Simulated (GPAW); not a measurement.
# C2H4Sn (Sn(CCH)H3), run twice

Wanted: energy and one-electron properties of C2H4Sn (Sn(CCH)H3), RPBE/real-space grid (scalar-relativistic datasets).

The results are computed with GPAW 26.7.0.

4 further runs of the same task are left out: 2 that didn't finish, 2 set aside as unsound or not needed. Runs told in other sessions of the task aren't counted.

### Step 1. The structure to begin with

C2H4Sn: 7 atoms, total charge 0, spin state singlet. SMILES: `[H][Sn]([H])([H])[C]#C`. Geometry: a GFN2-xTB relaxation, a rough one for these elements and not checked as a minimum.

Bond lengths: Sn1–C2 2.060 Å, C2–C3 1.201 Å, C3–H4 1.053 Å, Sn1–H5 1.651 Å, Sn1–H6 1.651 Å, Sn1–H7 1.651 Å. Angles: Sn1–C2–C3 179.6°, C2–Sn1–H5 108.4°, C2–Sn1–H6 108.7°, C2–Sn1–H7 108.7°, C2–C3–H4 179.9°, H5–Sn1–H6 110.5°, H5–Sn1–H7 110.1°, H6–Sn1–H7 110.4°.

### Step 2. First attempt

sp.py

```python
import numpy as np
from ase import Atoms
from ase.units import Bohr, Debye
from gpaw import GPAW

# Structure
positions_bohr = np.array(
              [[ -0.013852,  -0.011565,  -2.174073],
               [ -0.002853,   0.009411,   1.718045],
               [  0.017064,   0.026570,   3.987719],
               [  0.037813,   0.037662,   5.976807],
               [  2.943589,  -0.016630,  -3.167937],
               [ -1.499951,   2.538885,  -3.184793],
               [ -1.481810,  -2.584333,  -3.155767]])
system = Atoms('SnCCHHHH', positions=positions_bohr * Bohr)
system.center(vacuum=4.5)

# DFT calculator
calculator = GPAW(mode='fd', h=0.4, xc='RPBE', maxiter=61, txt='-')
system.calc = calculator

energy = system.get_potential_energy()
print(f'Energy                  {energy:.5f} eV')
forces = system.get_forces()
print('Forces (eV/Ang)')
for symbol, f in zip(system.symbols, forces):
    print(f'{symbol:2} {f[0]:9.4f} {f[1]:9.4f} {f[2]:9.4f}')
dipole = system.get_dipole_moment() / Debye
print(f'Dipole: {np.linalg.norm(dipole):.3f} D')
homo, lumo = calculator.get_homo_lumo()
print(f'HOMO = {homo:.3f} eV')
print(f'LUMO                    {lumo:.3f} eV')
print(f'Gap                     {lumo - homo:.3f} eV')
```

Run with:

```bash
$ python3 sp.py
```

The log of the run:

```text
[...]
Number of symmetries: 1
[...]
  Number of IBZ points: 1
[...]
Spin-components: 1 (collinear spins)
Bands:           20
[...]
  Valence electrons: 26.0
[...]
  Grid points: [28 28 36]
  Charge: 0.0  # |e|
[...]
    cutoffs:
[...]
occupation numbers:
  # Zero width
[...]
xc functional:
  name: RPBE with 2 nearest neighbor stencil
[...]
|iter     |     time |      energy | eigst |  dens |
[...]
|iter:   1| 00:00:01 |   -4.194642 | +1.46 |       |
[...]
|iter:  22| 00:00:08 |  -15.451625c| -7.42c| -5.78c|
Converged in 22 steps
[...]
Energy contributions relative to reference atoms: (reference = -170128.989371)
Energy contributions:
  Kinetic:         207.895818
  Coulomb:        -113.619136
  Zero:            -74.353597
  External:          0.000000
  Xc:              -35.374711
  Entropy:           0.000000
  Spinorbit:         0.000000
  ----------------------------
  Free energy:     -15.451625
  Extrapolated:    -15.451625
dipole moment: (-0.215887, -0.172098, 0.127613)  # |e|*Ang
Fermi level: -3.339
Eigenvalues  # (at kpt = [0.000, 0.000, 0.000])
| band index |      eig [eV] | occ [0-2] |
|------------|---------------|-----------|
|          0 |       -25.393 |     2.000 |
|        ... |               |           |
|          5 |       -20.348 |     2.000 |
|          6 |       -13.122 |     2.000 |
|          7 |       -11.635 |     2.000 |
|          8 |        -9.957 |     2.000 |
|          9 |        -8.042 |     2.000 |
|         10 |        -7.626 |     2.000 |
|         11 |        -6.149 |     2.000 |
|         12 |        -3.757 |     2.000 |
|         13 |        -2.922 |     0.000 |
|         14 |        -0.751 |     0.000 |
[...]
Gap: 0.834 eV
Transition (v -> c):
[...]
Forces (eV/Ang)
Sn    1.9404    1.7626    2.1926
C  -118.5362  -88.0336   68.5613
C   -24.6590  -15.1688  -10.5075
H    77.9857   65.9187   46.5880
H   -64.6369    6.3363  -27.8287
H    46.7324   29.6969   -4.1100
H    54.3260  -35.8706  -23.4264
Dipole: 1.461 D
HOMO = -3.757 eV
LUMO                    -2.922 eV
Gap                     0.834 eV
```

It took 7.9 s on 1 thread of Arm Neoverse V1, shared host; peak memory 0.17 GiB.

### Step 3. Reading the log

The program ended normally, but the settings are unsound, so its numbers aren't properties of the molecule.

What is wrong: the grid is far too coarse. To mend it: grid spacing 0.2 in place of 0.4.

### Step 4. Second attempt

sp.py

```python
import numpy as np
from ase import Atoms
from ase.units import Bohr, Debye
from gpaw import GPAW

# Atomic positions
positions_bohr = np.array(
              [[ -0.013852,  -0.011565,  -2.174073],
               [ -0.002853,   0.009411,   1.718045],
               [  0.017064,   0.026570,   3.987719],
               [  0.037813,   0.037662,   5.976807],
               [  2.943589,  -0.016630,  -3.167937],
               [ -1.499951,   2.538885,  -3.184793],
               [ -1.481810,  -2.584333,  -3.155767]])
atoms = Atoms('SnCCHHHH', positions=positions_bohr * Bohr)
atoms.center(vacuum=4.5)

# DFT calculator
calculator = GPAW(mode='fd', h=0.2, maxiter=100, xc='RPBE', txt='-')
atoms.calc = calculator

energy = atoms.get_potential_energy()
print(f'Energy: {energy:.5f} eV')
forces = atoms.get_forces()
print('Forces (eV/Ang)')
for symbol, f in zip(atoms.symbols, forces):
    print(f'{symbol:2} {f[0]:9.4f} {f[1]:9.4f} {f[2]:9.4f}')
dipole = atoms.get_dipole_moment() / Debye
print(f'Dipole                  {np.linalg.norm(dipole):.3f} D')
homo, lumo = calculator.get_homo_lumo()
print(f'HOMO                    {homo:.3f} eV')
print(f'LUMO = {lumo:.3f} eV')
print(f'Gap = {lumo - homo:.3f} eV')
```

Run with:

```bash
$ python3 -u sp.py | tee sp.out
```

The log of the run:

```text
[...]
Number of symmetries: 1
[...]
  Number of IBZ points: 1
[...]
Spin-components: 1 (collinear spins)
Bands:           20
[...]
  Valence electrons: 26.0
[...]
  Grid points: [56 60 68]
  Charge: 0.0  # |e|
[...]
    cutoffs:
[...]
occupation numbers:
  # Zero width
[...]
xc functional:
  name: RPBE with 2 nearest neighbor stencil
[...]
|iter     |     time |      energy | eigst |  dens |
[...]
|iter:   1| 00:00:12 |  -35.255646 | +1.00 |       |
[...]
|iter:  17| 00:00:54 |  -31.249816c| -7.56c| -6.15c|
Converged in 17 steps
[...]
Energy contributions relative to reference atoms: (reference = -170128.989371)
Energy contributions:
  Kinetic:          43.222391
  Coulomb:         -45.276191
  Zero:              0.200905
  External:          0.000000
  Xc:              -29.396921
  Entropy:           0.000000
  Spinorbit:         0.000000
  ----------------------------
  Free energy:     -31.249816
  Extrapolated:    -31.249816
dipole moment: (0.000597, 0.001217, -0.049405)  # |e|*Ang
Fermi level: -3.815
Eigenvalues  # (at kpt = [0.000, 0.000, 0.000])
| band index |      eig [eV] | occ [0-2] |
|------------|---------------|-----------|
|          0 |       -25.953 |     2.000 |
|        ... |               |           |
|          5 |       -18.387 |     2.000 |
|          6 |       -13.913 |     2.000 |
|          7 |       -12.791 |     2.000 |
|          8 |        -9.089 |     2.000 |
|          9 |        -8.353 |     2.000 |
|         10 |        -8.344 |     2.000 |
|         11 |        -6.897 |     2.000 |
|         12 |        -6.895 |     2.000 |
|         13 |        -0.736 |     0.000 |
|         14 |        -0.732 |     0.000 |
[...]
Gap: 6.160 eV
Transition (v -> c):
[...]
Forces (eV/Ang)
Sn   -0.0014    0.0033    0.1126
C    -0.0319   -0.0142   -1.1207
C    -0.0070    0.0096    1.1257
H     0.0236    0.0182    0.7919
H     1.0055    0.0023   -0.3033
H    -0.4982    0.8742   -0.3108
H    -0.4972   -0.8823   -0.2819
Dipole                  0.237 D
HOMO                    -6.895 eV
LUMO = -0.736 eV
Gap = 6.160 eV
```

It took 55 s on 1 thread of Arm Neoverse V1, shared host; peak memory 0.69 GiB.

### Step 5. Summary of results

Level: RPBE/real-space grid (scalar-relativistic datasets).

| quantity | value |
| --- | --- |
| energy as printed (from the program's reference atoms) | -31.2498 eV |
| dipole moment | 0.24 D |
| HOMO energy | -6.90 eV |
| LUMO energy | -0.74 eV |
| HOMO–LUMO gap | 6.16 eV |

What this shows: The first attempt's energy was +15.798 eV off this one.
